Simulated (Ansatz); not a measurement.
# InH5O: small, medium and large basis sets

The task here is to estimate one member of a computed series from the others.

Computed with Ansatz 0.2.0, Gaussian basis. Level: one geometry, several basis sets.

Levels to be run: PBE0-D4/def2-SVP; ωB97M-V/def2-SVP; PBE0-D4/def2-QZVPP; ωB97M-V/def2-QZVPP; the functionals' def2-TZVPP values are taken from earlier runs.

1 further run of the same task is left out (for a known fault of the program).

## The geometry

The geometry comes from an earlier relaxation with PBE0-D4 in a triple-zeta def2 set; it is a stationary point, not always the lowest conformer. In takes the def2 core potential; no spin-orbit term is included.

7 atoms, charge 0, spin multiplicity 1.

Atoms are counted from 1 here; the program's logs count them from 0.

Bond lengths: O1–In2 2.437 Å, O1–H3 0.962 Å, O1–H4 0.962 Å, In2–H5 1.736 Å, In2–H6 1.736 Å, In2–H7 1.725 Å. Angles: In2–O1–H3 110.7°, In2–O1–H4 109.7°, H3–O1–H4 106.4°, O1–In2–H5 91.4°, O1–In2–H6 91.9°, O1–In2–H7 99.2°, H5–In2–H6 118.4°, H5–In2–H7 120.1°, H6–In2–H7 119.9°.

The first run:

in.yaml reads:

```yaml
crystal:
  periodic: [false, false, false]
  atoms:
    - {symbol: O, position_ang: [0.011664, -1.365547, 0.092759]}
    - {symbol: In, position_ang: [0.263413, 1.048978, -0.122173]}
    - {symbol: H, position_ang: [-0.365959, -1.592678, 0.948003]}
    - {symbol: H, position_ang: [-0.605566, -1.686979, -0.571606]}
    - {symbol: H, position_ang: [-0.708941, 1.066558, -1.559654]}
    - {symbol: H, position_ang: [-0.515119, 1.323243, 1.405093]}
    - {symbol: H, position_ang: [1.981808, 1.138425, -0.238221]}
basis:
  gaussian: {orbitals: def2-SVP}
hamiltonian: {xc: pbe0, dispersion: d4}
output: {orbitals: {seedname: orbitals}}
```

Launch:

```bash
ansatz run in.yaml --threads 4 --pin off --events-out ev --progress --plain --max-ram 10444MiB
```

Among the steps run: PBE0-D4 in def2-SVP; ωB97M-V in def2-SVP; PBE0-D4 in def2-QZVPP; ωB97M-V in def2-QZVPP.

One table of the session follows, with a row left open; its other results are not shown here.

It belongs to the step «Density functionals: the series». 

```
functional       basis  HOMO (eV)
   PBE0-D4    def2-SVP      -7.46
   PBE0-D4  def2-TZVPP      -7.55
   PBE0-D4  def2-QZVPP      -7.56
   ωB97M-V    def2-SVP      -9.61
   ωB97M-V  def2-TZVPP          ?
   ωB97M-V  def2-QZVPP      -9.77
```

**Question.** Estimate the row for ωB97M-V, def2-TZVPP.

As computed: HOMO (eV): -9.76. In the column «HOMO (eV)» it lies between ωB97M-V, def2-QZVPP (-9.77) and ωB97M-V, def2-SVP (-9.61).
